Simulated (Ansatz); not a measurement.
# GePH3 (singlet): the correlation ladder, cc-pVDZ

The task here is to estimate one member of a computed series from the others.

The runs use Ansatz 0.2.0, Gaussian basis; cc-pVDZ, core rule «outside noble gas», up to 19 orbitals frozen.

Plan: UHF; CCSD(T) on RHF; CCSD(T) on UHF; BCCD(T) on RHF; CISD; CCSDT(Q) on RHF; CCSDT(Q) on UHF.

29 further runs of the same task are left out: 2 for a known fault of the program, 16 that didn't finish, 11 set aside as unsound or not needed.

### What is computed

The geometry is a PBE0/def2-TZVP stationary point (not a proven minimum) of the parent state, kept for this charge and spin. No spin-orbit coupling is included. The filled d shell of Ge may be among the frozen orbitals whatever the setting's name suggests; the logs give the count.

5 atoms, charge 0, spin multiplicity 1.

Atoms are counted from 1 here; the program's logs count them from 0.

Bond lengths: Ge1–P2 2.312 Å, Ge1–H3 1.539 Å, Ge1–H4 1.539 Å, Ge1–H5 1.539 Å. Angles: P2–Ge1–H3 110.1°, P2–Ge1–H4 110.1°, P2–Ge1–H5 110.1°, H3–Ge1–H4 108.8°, H3–Ge1–H5 108.8°, H4–Ge1–H5 108.8°.

Set-up of the first run:

in.yaml

```yaml
crystal:
  periodic: [false, false, false]
  atoms:
    - {symbol: Ge, position_ang: [-0.656484, -0.004808, 0.000881]}
    - {symbol: P, position_ang: [1.655316, 0.012124, -0.002222]}
    - {symbol: H, position_ang: [-1.195968, 1.436850, 0.003923]}
    - {symbol: H, position_ang: [-1.178396, -0.733455, 1.252326]}
    - {symbol: H, position_ang: [-1.181787, -0.729442, -1.251475]}
basis:
  gaussian: {orbitals: cc-pVDZ}
magnetization: {spin_polarized: true, initial_magnetization: 0}
hamiltonian: {xc: hf}
output: {orbitals: {seedname: orbitals}}
```

Launch:

```console
$ ansatz run in.yaml --threads 1 --pin off --events-out ev --progress --plain --max-ram 2393MiB
```

Steps of the session up to this table: UHF; CCSD(T) on RHF; CCSD(T) on UHF; BCCD(T) on RHF; CISD; CCSDT(Q) on RHF; CCSDT(Q) on UHF.

One of the session's tables, all rows but one given; the rest of the session is left out.

It belongs to the step «Misses and costs». 

| method | from RCCSDT(Q) (kJ/mol) |
| --- | --- |
| RHF | +669.0 |
| UHF | +527.3 |
| RMP2 | ? |
| UMP2 | +75.0 |
| CISD | +110.5 |
| RCCSD | +45.4 |
| UCCSD | -48.4 |
| RCCSD(T) | +23.8 |
| UCCSD(T) | -70.9 |
| BCCD(T) | +24.0 |
| RCCSDT | +4.4 |
| UCCSDT | -100.4 |
| RCCSDT(Q) | 0 |
| UCCSDT(Q) | -107.3 |

**Question.** Estimate the row for RMP2.

**Answer.** from RCCSDT(Q) (kJ/mol): +174.2. In the column «from RCCSDT(Q) (kJ/mol)» it lies between CISD (+110.5) and UHF (+527.3).

The program flags UCCSD(T), RCCSDT(Q), UCCSDT(Q) as in doubt (see the logs), so the zero of the table is itself unsure.

To keep in mind: The determinant is far from a pure spin state, so its energy mixes those of several spin states (harmless only where they are near-degenerate, as at dissociation). The report flags that the cluster equations may have other roots. The program flags UCCSD(T), RCCSDT(Q), UCCSDT(Q) as in doubt, so the zero of the table is itself unsure. Warnings: restricted reference is unstable; spin contamination. Restricted and unrestricted rows rest on different reference determinants; where their highest levels disagree by more than a few hundredths of an eV, they describe different states and don't form one ladder.
